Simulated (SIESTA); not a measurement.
## MnO3 under changes of volume

One of the cells (11.633 Å³/atom); the others are scaled copies at fixed shape and fractional positions:

```
Mn O
1.0
    -2.84454    3.13817    2.60640
     2.84454   -3.13817    2.60640
     2.84454    3.13817   -2.60640
Mn O
2 6
Direct
  0.00000 0.00000 0.00000
  0.50000 0.00000 0.50000
  0.89067 0.50000 0.89067
  0.10933 0.00000 0.60933
  0.89067 0.00000 0.39067
  0.10933 0.50000 0.10933
  0.43395 0.18395 0.25000
  0.56605 0.81605 0.75000
```

The cell comes from a database or a generator and needn't be the stable form of this composition.

```yaml
Program: SIESTA 5.4.2
Functional: LDA
Potentials_or_basis: PseudoDojo 0.4 standard (LDA files)
Basis: DZP (energy shift 0.003 Ry; two zetas on semicore shells)
Grid_cutoff: 800 Ry
Energy_shift: 0.003 Ry
k_mesh: 5 × 5 × 5
Occupations: fermi-dirac, width 0.05 eV
Spin: collinear spin, ferromagnetic start
Starting_moments: "[4.0, 4.0, 0.0, 0.0, 0.0, 0.0, 0.0, 0.0] μB"
```

```csv
volume (Å³/atom),energy over the lowest point (meV/atom),pressure (GPa),moment (μB per cell),largest force (eV/Å)
10.935,0.00,-11.7,5.98,1.495
11.168,18.92,-14.3,5.99,1.107
11.401,41.30,-16.4,6.00,1.307
11.633,66.68,-18.4,6.00,1.509
11.866,94.64,-20.1,6.00,1.695
12.099,?,?,?,?
12.331,157.16,-22.9,6.00,2.013
```

Question: What does the run at 12.099 Å³/atom give?

Answer: Energy over the lowest point 124.88 meV/atom; pressure -21.6 GPa; moment 6.00 μB per cell; largest force 1.863 eV/Å.

Worked out: A Birch-Murnaghan fit of order 3 (a polynomial in V^(-2/3)) to the other rows has no minimum within the range. It gives 125.00 meV/atom at 12.099 Å³/atom, against the run's 124.88, and -dE/dV = -21.6 GPa, against -21.6. A straight line through the other rows of the moment, of slope 0.0129 μB per Å³/atom, gives 6.00 μB, against the run's 6.00.

Energies are extrapolated to zero smearing.

Caveats: short orbitals over semicore shells can move pressures by several GPa; the basis of atomic orbitals isn't converged, which shifts pressures, moduli and gaps; only a ferromagnetic start was run, and an antiferromagnetic order may lie lower in energy; forces of over 1 eV/Å show positions far from the minimum, so gaps and moduli don't describe the material at rest.
